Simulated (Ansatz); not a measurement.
# GeP2: the cost of one run

Program: Ansatz 0.2.0, Gaussian basis. Level of theory: cc-pVTZ, core rule «outside noble gas», up to 24 orbitals frozen. These are calculated values, not measurements.

Plan: UHF; CCSD(T) on ROHF; CCSD(T) on UHF; BCCD(T) on ROHF; CCSDT(Q) on ROHF; CCSDT(Q) on UHF.

5 further runs of the same task are left out: 1 for a known fault of the program, 4 set aside as unsound or not needed.

## Step 1: The system

The geometry is a PBE0/def2-TZVP stationary point (not a proven minimum) of the parent state, kept for this charge and spin. No spin-orbit coupling is included. The filled d shell of Ge may be among the frozen orbitals whatever the setting's name suggests; the logs give the count.

3 atoms, charge 0, spin multiplicity 5.

Atoms are counted from 1 here; the program's logs count them from 0.

Bond lengths: Ge1–P2 2.182 Å, P2–P3 1.952 Å. Angles: Ge1–P2–P3 180.0°.

## Step 2: UHF

Contents of in.yaml:

```yaml
crystal:
  periodic: [false, false, false]
  atoms:
    - {symbol: Ge, position_ang: [0.000000, 0.000000, 2.105092]}
    - {symbol: P, position_ang: [0.000000, 0.000000, -0.076447]}
    - {symbol: P, position_ang: [0.000000, 0.000000, -2.028645]}
basis:
  gaussian: {orbitals: cc-pVTZ}
magnetization: {spin_polarized: true, initial_magnetization: 4}
hamiltonian: {xc: hf}
output: {orbitals: {seedname: orbitals}}
```

The run is started by

```
> ansatz run in.yaml --threads 1 --pin off --events-out ev --progress --plain --max-ram 4096MiB --backend cpu
```

Q: Estimate wall time and peak memory on 1 thread of AMD EPYC 7R13, shared host.

About 22 s, with a peak of 0.27 GiB.
